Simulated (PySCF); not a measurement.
# [HfOCl]+: other functionals and bases at one geometry

How far do other levels of theory move the description of [HfOCl]+, and what does each cost? The structure is generated, not taken from experiment.

Method: several levels, as the steps say, no spin–orbit coupling; program: PySCF 2.14.0.

1 further run of the same task is left out (for a known fault of the program).

### 1 The system as given

3 atoms, charge 1, spin multiplicity 1.

Bond lengths: Hf1–O2 1.709 Å, Hf1–Cl3 2.285 Å. Angles: O2–Hf1–Cl3 105.3°.

Coordinates:

```
Hf    0.1830    0.0000   -0.4514
O     1.4965    0.0000    0.6426
Cl   -1.6895    0.0000    0.8574
```

Formal oxidation states: Hf +4. An earlier session relaxed this geometry at PBE0, Hf def2-SVP with ECP60, O def2-SVP, Cl def2-SVP (singlet, point group Cs).

At PBE0 on the finer grid: E = -582.778753 Eh, HOMO -14.24 eV, LUMO -9.34 eV, Mulliken charge on Hf1 +1.29 e, largest force component 0.018 eV/Å. 

Levels to run: revPBE; TPSSh; PBE0, TZVP. Hardware: 2 threads of Arm Neoverse V1, shared host.

### 2 revPBE

File run.py (the lines that set the calculation):

```python
mol = gto.M(atom='''
Hf     0.18297     0.00000    -0.45139
O      1.49648     0.00000     0.64260
Cl    -1.68949     0.00000     0.85737''',
    basis={'Hf': 'def2-SVP', 'O': 'def2-SVP', 'Cl': 'def2-SVP'},
    ecp={'Hf': 'def2-SVP'},
    charge=1, spin=0)
mf = dft.RKS(mol, xc='PBE_R,PBE')
mf.grids.atom_grid = (75, 302)
mf = mf.density_fit()  # fitting sets: Hf def2-universal-JKFIT, O def2-universal-JKFIT, Cl def2-universal-JKFIT
mf.conv_tol = 1e-08; mf.max_cycle = 55
mf.kernel(dm0)  # dm0: the density of the relaxed state
```

Started as:

```sh
> OMP_NUM_THREADS=2 python run.py
```

### 3 TPSSh

run.py (the lines that set the calculation), as its differences from that of step 2:

```diff
@@ -7,3 +7,3 @@
     charge=1, spin=0)
-mf = dft.RKS(mol, xc='PBE_R,PBE')
+mf = dft.RKS(mol, xc='TPSSH')
 mf.grids.atom_grid = (75, 302)
```

### 4 PBE0, TZVP

Basis: Hf def2-TZVP with ECP60, O def2-TZVP, Cl def2-TZVP. 

File run.py (the lines that set the calculation):

```python
mol = gto.M(atom='''
Hf     0.18297     0.00000    -0.45139
O      1.49648     0.00000     0.64260
Cl    -1.68949     0.00000     0.85737''',
    basis={'Hf': 'def2-TZVP', 'O': 'def2-TZVP', 'Cl': 'def2-TZVP'},
    ecp={'Hf': 'def2-TZVP'},
    charge=1, spin=0)
mf = dft.RKS(mol, xc='PBE0')
mf.grids.atom_grid = (75, 302)
mf = mf.density_fit()  # fitting sets: Hf def2-universal-JKFIT, O def2-universal-JKFIT, Cl def2-universal-JKFIT
mf.conv_tol = 1e-08; mf.max_cycle = 55
mf.kernel(dm0)  # dm0: free metal ions and neutral atoms
```

**Question.** What will these runs give? Wanted: for each run, HOMO; gap; charge on Hf1; dipole; largest force.

As calculated:

| level | state | HOMO (eV) | gap (eV) | charge on Hf1 (e) | dipole (D) | largest force (eV/Å) | basis functions | time |
| --- | --- | --- | --- | --- | --- | --- | --- | --- |
| PBE0 (relaxed here) | singlet | -14.24 | 4.91 | 1.29 | 6.14 | 0.02 | 64 | 3 s |
| revPBE | singlet | -12.81 | 2.77 | 1.18 | 5.58 | 1.10 | 64 | 1.8 s |
| TPSSh | singlet | -13.49 | 3.87 | 1.29 | 6.04 | 0.68 | 64 | 2 s |
| PBE0, TZVP | singlet | -14.21 | 4.91 | 1.56 | 6.10 | 0.41 | 108 | 4.1 s |

Times are on 2 threads of Arm Neoverse V1, shared host; the first row also made further properties. The dipole of a charged species depends on the origin, so these sizes hold for this origin alone.

In one basis the HOMO–LUMO gap runs from 2.77 eV (revPBE) to 4.91 eV (PBE0). The largest leftover force, 1.10 eV/Å with revPBE, stands at a geometry relaxed at another level. The Mulliken charge on Hf spans +1.18 to +1.56 e over the levels. Total energies of different levels can't be compared. Spin–orbit coupling is left out throughout.
